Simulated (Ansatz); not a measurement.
# SrCl2: a single-point run

The task is a single-point run on SrCl2. The structure is shown as the input types it.

Method: density functional or hybrid calculation with the settings of its input, plane waves (as first typed), in Ansatz 0.2.0.

4 further runs of the same task are left out: 4 that didn't finish.

**1. The system as given**

Symmetry: Fm-3m, No. 225, cubic system. The conventional cell has a = 6.995 Å, b = 6.995 Å, c = 6.995 Å, α = 90.00°, β = 90.00°, γ = 90.00°. Around Sr (site symmetry m-3m) lie 8 Cl at 3.03 Å. Cl (site symmetry -43m) is surrounded by 4 Sr at 3.03 Å.

As a file:

```xyz
3
Lattice="0.0000 3.4977 3.4977 3.4977 0.0000 3.4977 3.4977 3.4977 0.0000" Properties=species:S:1:pos:R:3 pbc="T T T"
Sr    0.0000    0.0000    0.0000
Cl    1.7489    1.7489    1.7489
Cl    5.2466    5.2466    5.2466
```

**2. Input and run**

input.yaml reads:

```yaml
crystal:
  lattice:
    - [0.0, 3.4977180853, 3.4977180853]
    - [3.4977180853, 0.0, 3.4977180853]
    - [3.4977180853, 3.4977180853, 0.0]
  atoms:
    - { symbol: Sr, position: [0.0, 0.0, 0.0] }
    - { symbol: Cl, position: [0.25, 0.25, 0.25] }
    - { symbol: Cl, position: [0.75, 0.75, 0.75] }
kpoints:
  mp_grid: { grid: [4, 4, 4] }
hamiltonian:
  xc: hse06
scf:
  occupations: { method: fixed }
  n_extra_bands: 4
  max_iter: 5
output:
  forces: true
  stress: true
  eigenvalues: true
```

Started as:

```
> ansatz run input.yaml --threads 4 --pin off --max-ram 3686MiB --backend cpu --events-out ev --progress --plain --runs-dir out
```

**Question.** How will this run end, and is anything wrong with its input?

This run ends as converged, with warnings (stress exchange threshold loose, stress scf threshold loose). Its log warns: «output.stress: scf.convergence.dr2_threshold = 1e-7 eV (the SCF's general default) is looser than the 3e-10 eV advised for a printed stress (1e-10 eV for each atom of the ...»

Look at the input: scf.max_iter is 5. The risk: too low a cap on iterations. The run converged, but that does not make its result sound.

To check: delete scf.max_iter (the default then holds).
